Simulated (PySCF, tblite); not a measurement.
# C₄H₇ClOSi: geometry, infrared bands and NMR shifts

Wanted: the infrared bands and NMR shifts of C₄H₇ClOSi (`CC1=C[Si@@H](Cl)OC1`), by calculation.

Programs: tblite 0.8.0 and PySCF 2.14.0, with density-fitted response routines of our own. Each step states its level of theory. These are calculated values for one molecule in the gas phase, unless marked as measured. Atoms count from 0, in the outputs and in this text.

## Step 1: The molecule as given

14 atoms, charge 0, multiplicity 1; geometry from: force field or distance geometry start.

Bonds of the start (Å): C0–C1 1.50, C1–C2 1.35, C2–Si3 1.88, Si3–Cl4 2.07, Si3–O5 1.74, O5–C6 1.38, C6–C1 1.45, C0–H7 1.11, C0–H8 1.12, C0–H9 1.11, C2–H10 1.07, Si3–H11 1.45, C6–H12 1.11, C6–H13 1.12.

## Step 2: Relaxing the molecule with GFN2-xTB

Job settings and geometry (Å):

```
{"job": {"kind": "relax", "xc": "GFN2-xTB", "basis": "xTB"}, "charge": 0, "multiplicity": 1}
C     -1.997400    -0.251600     0.078400
C     -0.512200    -0.061300     0.019000
C      0.329200    -0.893100     0.670000
Si     2.004200    -0.165300     0.230100
Cl     3.333900    -1.634300    -0.369000
O      1.391100     0.658000    -1.174900
C      0.147900     1.014600    -0.696600
H     -2.491400     0.633800    -0.379700
H     -2.300000    -1.167300    -0.483300
H     -2.330800    -0.306900     1.140100
H      0.127900    -1.750000     1.274600
H      2.486300     0.736300     1.252300
H     -0.456300     1.300000    -1.578500
H      0.267000     1.886600    -0.004600
```

On the command line:

```console
$ OMP_NUM_THREADS=1 python probes_run.py task.json out
```

One launch serves the whole session: the jobs run in the order shown.

**Question.** This job is followed by: GFN2-xTB harmonic vibrations, gas phase; GIAO PBE0/pcSseg-1 NMR shielding, non-relativistic, gas phase. Predict these results of the whole session: strongest single infrared mode (GFN2-xTB); zero-point energy (GFN2-xTB); 13C shifts against TMS (PBE0/pcSseg-1); 1H shifts against TMS (PBE0/pcSseg-1, means over atoms taken as alike); 29Si shifts against TMS (PBE0/pcSseg-1); 35Cl shifts against HCl (PBE0/pcSseg-1); 17O shifts against H2O (PBE0/pcSseg-1).

The runs gave:

| quantity | value |
| --- | --- |
| strongest single infrared mode (GFN2-xTB) | 696 cm⁻¹, 264 km/mol |
| zero-point energy (GFN2-xTB) | 63.4 kcal/mol |
| 13C shifts against TMS (PBE0/pcSseg-1) | 172.2, 126.5, 79.7, 20.3 ppm |
| 1H shifts against TMS (PBE0/pcSseg-1, means over atoms taken as alike) | 5.82, 5.78, 4.75, 4.65, 2.05 ppm |
| 29Si shifts against TMS (PBE0/pcSseg-1) | 10.7 ppm |
| 35Cl shifts against HCl (PBE0/pcSseg-1) | 68 ppm |
| 17O shifts against H2O (PBE0/pcSseg-1) | 65.4 ppm |

In words: Over 100 steps the energy fell by 0.756 eV; of the close pairs, Si3–O5 changed most, 1.740 to 1.639 Å. All 36 modes are real, so the xTB geometry is a minimum. The strongest single mode, at 696 cm⁻¹, moves mainly H11. GFN2-xTB is a fitted tight-binding method: band positions and strengths are rough. Its intensities can rank the bands wrongly. At PBE0/pcSseg-1: The largest span, 256 ppm, is at C1, where the paramagnetic term is -251 ppm.
